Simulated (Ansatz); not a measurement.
# C2H6FGa: one species, many methods

Aim: compute C2H6FGa with functionals from several rungs and with coupled cluster. The yardstick is the atomisation energy at the CCSD(T) limit.

Computed with Ansatz 0.2.0, Gaussian basis. Level: functionals in def2-TZVPP, the program's frozen cores in correlated methods.

The runs, in order: LDA (SPW92), PBE-D4, revPBE-D4, BLYP-D4, r2SCAN-D4, B97M-V, PBE0-D4, B3LYP-D4, r2SCANh-D4, r2SCAN0-D4, HSE06-D4, BHLYP-D4, CAM-B3LYP-D4, LC-ωPBE, ωB97X-V, ωB97M-V, B2PLYP, PBE-QIDH; CCSD(T)/def2-SVP; CCSD(T)/def2-TZVPP; MP2/def2-QZVPP; extrapolation to the limit; RPA on PBE.

## 1. The relaxed structure

All runs share one geometry, relaxed beforehand with PBE0-D4 in a triple-zeta def2 set.

SMILES `[CH3][Ga]([CH3])[F]`, 10 atoms, charge 0, spin multiplicity 1.

Atoms are counted from 1 here; the program's logs count them from 0.

Bond lengths: C1–Ga2 1.954 Å, C1–H5 1.092 Å, C1–H6 1.093 Å, C1–H7 1.090 Å, Ga2–C3 1.954 Å, Ga2–F4 1.774 Å, C3–H8 1.090 Å, C3–H9 1.093 Å, C3–H10 1.092 Å. Angles: Ga2–C1–H5 110.9°, Ga2–C1–H6 110.3°, Ga2–C1–H7 110.2°, H5–C1–H6 107.4°, H5–C1–H7 109.2°, H6–C1–H7 108.7°, C1–Ga2–C3 133.8°, C1–Ga2–F4 113.1°, C3–Ga2–F4 113.1°, Ga2–C3–H8 110.2°, Ga2–C3–H9 110.4°, Ga2–C3–H10 110.9°, H8–C3–H9 108.8°, H8–C3–H10 109.1°, H9–C3–H10 107.4°.

As a file:

```
C    -0.83349    1.37487   -0.82189
Ga   -0.05056   -0.36158   -0.38494
C     0.89394   -1.06718    1.17373
F    -0.22848   -1.55183   -1.68799
H    -1.52587    1.69779   -0.04135
H    -0.05181    2.13457   -0.90065
H    -1.36552    1.31998   -1.77166
H     1.08904   -2.13193    1.04587
H     1.84662   -0.54874    1.30765
H     0.30924   -0.91704    2.08401
```

## 2. LDA

This LDA is Slater exchange with PW92 correlation.

Contents of in.yaml:

```yaml
crystal:
  periodic: [false, false, false]
  atoms:
    - {symbol: C, position_ang: [-0.833494, 1.374870, -0.821892]}
    - {symbol: Ga, position_ang: [-0.050557, -0.361585, -0.384935]}
    - {symbol: C, position_ang: [0.893935, -1.067179, 1.173735]}
    - {symbol: F, position_ang: [-0.228482, -1.551833, -1.687985]}
    - {symbol: H, position_ang: [-1.525865, 1.697791, -0.041349]}
    - {symbol: H, position_ang: [-0.051814, 2.134572, -0.900654]}
    - {symbol: H, position_ang: [-1.365522, 1.319983, -1.771656]}
    - {symbol: H, position_ang: [1.089036, -2.131932, 1.045869]}
    - {symbol: H, position_ang: [1.846620, -0.548740, 1.307652]}
    - {symbol: H, position_ang: [0.309241, -0.917045, 2.084014]}
basis:
  gaussian: {orbitals: def2-TZVPP}
hamiltonian: {xc: lda}
output: {orbitals: {seedname: orbitals}}
```

After this run come: PBE-D4 (GGA); revPBE-D4 (GGA); BLYP-D4 (GGA); r2SCAN-D4 (meta-GGA); B97M-V (meta-GGA); PBE0-D4 (hybrid); B3LYP-D4 (hybrid); r2SCANh-D4 (hybrid); r2SCAN0-D4 (hybrid); HSE06-D4 (hybrid); BHLYP-D4 (hybrid); CAM-B3LYP-D4 (range-separated); LC-ωPBE-D4 (range-separated); ωB97X-V (range-separated); ωB97M-V (range-separated); B2PLYP (double hybrid); PBE-QIDH (double hybrid); CCSD(T) in def2-SVP; CCSD(T) in def2-TZVPP; MP2 in def2-QZVPP; RPA on PBE orbitals.

**Question.** What will the summary of the whole plan be? Wanted: atomisation energy, CCSD(T)/CBS; farthest beyond LDA; mean size of error, GGA; mean size of error, meta-GGA; mean size of error, hybrid; mean size of error, range-separated; mean size of error, double hybrid; gap, smallest and largest; T1 diagnostic.

As calculated:

```
                               quantity                                                                                                                  value
        atomisation energy, CCSD(T)/CBS                                                                                                          3601.9 kJ/mol
 functionals within 36.0 kJ/mol (1.0 %)  PBE-D4, r2SCAN-D4, B97M-V, PBE0-D4, B3LYP-D4, r2SCANh-D4, HSE06-D4, CAM-B3LYP-D4, LC-ωPBE, ωB97X-V, ωB97M-V, PBE-QIDH
                    farthest beyond LDA                                                                                               BHLYP-D4 (-110.4 kJ/mol)
                mean size of error, GGA                                                                                                            43.7 kJ/mol
           mean size of error, meta-GGA                                                                                                             7.4 kJ/mol
             mean size of error, hybrid                                                                                                            40.5 kJ/mol
    mean size of error, range-separated                                                                                                             8.2 kJ/mol
      mean size of error, double hybrid                                                                                                            33.9 kJ/mol
              gap, smallest and largest                                                                                  5.21 eV (BLYP-D4), 12.26 eV (LC-ωPBE)
                          T1 diagnostic                                                                                                                 0.0124
triples share of the correlation energy                                                                                                                  3.5 %
```

The LDA atomisation energy is off by 450.7 kJ/mol (13 %): it overbinds. PBE-D4 misses by +25.4 kJ/mol. Double hybrids carry the basis error of their MP2 part in triple zeta, and no dispersion term here, so their miss is partly the set-up's. The rungs meta-GGA, range-separated, double hybrid miss on average by less than the doubt on the reference (36.0 kJ/mol), so they tie. Misses under about 36.0 kJ/mol are within the doubt on the reference itself, which lacks core-valence correlation, relativity and higher excitations, and its outer-core shells are covered unevenly. Hartree-Fock recovers 75 % of the binding; the rest is correlation. CCSD(T) in def2-SVP is off by -170.9 kJ/mol, worse than the median functional, from the basis alone. The gap grows from 5.2 to 12.3 eV across the functionals, mostly with the share of exact exchange. Correlated methods include outer-core shells of Ga, which these sets cover unevenly.
